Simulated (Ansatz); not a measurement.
BaTiO3, space group R3m, a scan of the Hubbard U

Program: Ansatz's Python interface.

Notebook, run cell by cell (the value of a cell's last expression is shown):

In [1]:
```python
import warnings

import ansatz as az
import numpy as np
from tabulate import tabulate
```

In [2]:
```python
def count_gap(report):
    # lowest empty less highest filled band, counting bands; zero where they overlap
    return max(report.get('gap_by_band_count_ev') or 0.0, 0.0)
```

In [3]:
```python
warnings.simplefilter('ignore', az.DeckWarning)

batio3 = (
    az.Lattice.of([2.827367, 1.632381, 2.318393], [-2.827367, 1.632381, 2.318393], [0.0, -3.264762, 2.318393])
    .atom('Ba', [0.0, 0.0, 0.0])
    .atom('Ti', [0.4845, 0.4845, 0.4845])
    .atom('O', [0.5086, 0.5086, 0.0175])
    .atom('O', [0.0175, 0.5086, 0.5086])
    .atom('O', [0.5086, 0.0175, 0.5086])
)
```

In [4]:
```python
[site.symbol for site in batio3.resolved().sites]
```
Out [4]:
```text
['Ba', 'Ti', 'O', 'O', 'O']
```

In [5]:
```python
base = (
    batio3.calculation()
    .functional('pbesol', dispersion='D4')
    .basis(510)
    .kpoints(mesh=(6, 6, 6))
    .occupations('fixed')
    .band_table()
)
rows = []
for u in [1.0, 3.0, 5.0, 7.0]:
    rep = base.hubbard('Ti', 'd', u_eff=u).run(threads=1).report
    shell = rep['hubbard']['n_scf']
    rows.append((u, count_gap(rep), sum(shell) / len(shell), rep['n_iterations']))
print(tabulate(rows, headers=['U_eff eV', 'gap by band count eV', 'Ti d occupation (projector)', 'iterations'], floatfmt='.4f', tablefmt='plain'))
print('eigenvalues of the first occupation matrix at the last U, by spin:')
for channel in rep['hubbard']['n_eig'][0]:
    print('  ', ' '.join(f'{n:.3f}' for n in channel))
```
```text
  U_eff eV    gap by band count eV    Ti d occupation (projector)    iterations
    1.0000                  2.4767                         2.3710             8
    3.0000                  2.6699                         2.2847             8
    5.0000                  2.9006                         2.1934             8
    7.0000                  3.1798                         2.0973             8
eigenvalues of the first occupation matrix at the last U, by spin:
   0.156 0.160 0.160 0.286 0.286
```

From U = 1 to 7 eV the gap on the mesh goes from 2.48 eV to 3.18 eV.

What to keep in mind:
- No spin polarisation was allowed.
- Semilocal gaps usually lie well under measured ones.
- The Fermi level of a run with fixed occupations marks the highest occupied state on its mesh, not mid-gap.
- The starting cell is as deposited in a crystallographic database; the results hold for this polymorph, which needn't be the stable one.
- Gaps and levels are Kohn-Sham values on a finite set of k-points, without spin-orbit coupling.
- Shell occupations and the effect of U depend on the projectors; a run with no .spin step is spin-unpolarised, and each U may end in a state that isn't the lowest.
- Finished in 43 s on 1 thread of Arm Neoverse V1 (shared host), peak memory 0.45 GiB.
